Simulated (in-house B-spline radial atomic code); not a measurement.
# Re²⁺: a fraction of an electron removed from 5p

Aim: the energy of Re²⁺ as a fraction of an electron is removed from 5p, to see how far it bends away from a straight line.

The numbers are computed with in-house B-spline radial atomic code version 1 (scalar-relativistic (spin-free one-electron X2C) PBEsol, spin-polarised, spherical fractional occupations, Fermi nucleus, basis-set limit), except any that are marked as measured or tabulated.

**1. The system**

- element: rhenium (Z = 75)
- charge: +2
- electrons: 73
- configuration: [Xe] 4f14 5d5
- Hamiltonian: scalar-relativistic (X2C)
- nucleus: Fermi, rms radius 5.370 fm

Outer shells as boxes (Hund's rule):

[Xe] 4f14 5d5
```
[Xe] core
4f [↑↓][↑↓][↑↓][↑↓][↑↓][↑↓][↑↓]
5d [↑ ][↑ ][↑ ][↑ ][↑ ]
```

Where spins are not typed, each open shell is filled with up spins first.

**2. The start, at fraction 0**

Settings, as recorded:

```ini
Z = 75
electrons = 73.0
configuration = [Xe] 4f14 5d5
hamiltonian = x2c
method = pbesol
spin_polarised = True
nucleus = fermi
rms_radius = 5.3698
mass_number = 187
atomic_mass = 186.955752217
speed_of_light = 137.035999084
```

**3. 0.03 electron removed from 5p**

Settings: those of step 2 with these lines changed.

```diff
@@ -1,4 +1,4 @@
 Z = 75
-electrons = 73.0
-configuration = [Xe] 4f14 5d5
+electrons = 72.97
+configuration = [Kr] 4d10 4f14 5s2 5p5.97 5d5
 hamiltonian = x2c
```

**4. 0.23 electron removed from 5p**

Settings: those of step 3 with these lines changed.

```diff
@@ -1,4 +1,4 @@
 Z = 75
-electrons = 72.97
-configuration = [Kr] 4d10 4f14 5s2 5p5.97 5d5
+electrons = 72.77
+configuration = [Kr] 4d10 4f14 5s2 5p5.77 5d5
 hamiltonian = x2c
```

**5. 0.34 electron removed from 5p**

Settings: those of step 4 with these lines changed.

```diff
@@ -1,4 +1,4 @@
 Z = 75
-electrons = 72.77
-configuration = [Kr] 4d10 4f14 5s2 5p5.77 5d5
+electrons = 72.66
+configuration = [Kr] 4d10 4f14 5s2 5p5.66 5d5
 hamiltonian = x2c
```

**6. 0.47 electron removed from 5p**

Settings: those of step 5 with these lines changed.

```diff
@@ -1,4 +1,4 @@
 Z = 75
-electrons = 72.66
-configuration = [Kr] 4d10 4f14 5s2 5p5.66 5d5
+electrons = 72.53
+configuration = [Kr] 4d10 4f14 5s2 5p5.53 5d5
 hamiltonian = x2c
```

**7. 0.5 electron removed from 5p**

Settings: those of step 6 with these lines changed.

```diff
@@ -1,4 +1,4 @@
 Z = 75
-electrons = 72.53
-configuration = [Kr] 4d10 4f14 5s2 5p5.53 5d5
+electrons = 72.5
+configuration = [Kr] 4d10 4f14 5s2 5p5.5 5d5
 hamiltonian = x2c
```

**8. 0.53 electron removed from 5p**

Settings: those of step 7 with these lines changed.

```diff
@@ -1,4 +1,4 @@
 Z = 75
-electrons = 72.5
-configuration = [Kr] 4d10 4f14 5s2 5p5.5 5d5
+electrons = 72.47
+configuration = [Kr] 4d10 4f14 5s2 5p5.47 5d5
 hamiltonian = x2c
```

**9. 0.67 electron removed from 5p**

Settings: those of step 8 with these lines changed.

```diff
@@ -1,4 +1,4 @@
 Z = 75
-electrons = 72.47
-configuration = [Kr] 4d10 4f14 5s2 5p5.47 5d5
+electrons = 72.33
+configuration = [Kr] 4d10 4f14 5s2 5p5.33 5d5
 hamiltonian = x2c
```

**10. 0.81 electron removed from 5p**

Settings: those of step 9 with these lines changed.

```diff
@@ -1,4 +1,4 @@
 Z = 75
-electrons = 72.33
-configuration = [Kr] 4d10 4f14 5s2 5p5.33 5d5
+electrons = 72.19
+configuration = [Kr] 4d10 4f14 5s2 5p5.19 5d5
 hamiltonian = x2c
```

**11. 0.92 electron removed from 5p**

Settings: those of step 10 with these lines changed.

```diff
@@ -1,4 +1,4 @@
 Z = 75
-electrons = 72.19
-configuration = [Kr] 4d10 4f14 5s2 5p5.19 5d5
+electrons = 72.08
+configuration = [Kr] 4d10 4f14 5s2 5p5.08 5d5
 hamiltonian = x2c
```

**12. 1 electron removed from 5p**

Settings: those of step 11 with these lines changed.

```diff
@@ -1,4 +1,4 @@
 Z = 75
-electrons = 72.08
-configuration = [Kr] 4d10 4f14 5s2 5p5.08 5d5
+electrons = 72.0
+configuration = [Kr] 4d10 4f14 5s2 5p5 5d5
 hamiltonian = x2c
```

Q: How does the energy change with the fraction, and which way and how far does it bend from the straight line between the ends?

The runs gave:

| fraction | energy change (eV) | less the straight line (eV) | level 5p down (eV) | sum of <r²> (bohr²) |
| --- | --- | --- | --- | --- |
| 0 | 0.0000 | 0.0000 | -61.913 | 42.013 |
| 0.03 | 1.8634 | -0.2004 | -62.313 | 41.840 |
| 0.23 | 14.5949 | -1.2278 | -65.012 | 40.739 |
| 0.34 | 21.8290 | -1.5610 | -66.521 | 40.166 |
| 0.47 | 30.5937 | -1.7396 | -68.324 | 39.515 |
| 0.5 | 32.6497 | -1.7474 | -68.743 | 39.369 |
| 0.53 | 34.7183 | -1.7426 | -69.163 | 39.224 |
| 0.67 | 44.5392 | -1.5529 | -71.139 | 38.564 |
| 0.81 | 54.6382 | -1.0851 | -73.136 | 37.931 |
| 0.92 | 62.7702 | -0.5205 | -74.721 | 37.451 |
| 1 | 68.7942 | 0.0000 | -75.881 | 37.110 |

From fraction 0 to 1 the energy changes by 68.794 eV. It sags under the straight line by up to 1.75 eV (at 0.5). Slater's transition state, the slope from the orbital energy at fraction 0.5 (Janak's theorem), gives 68.743 eV for the whole step.
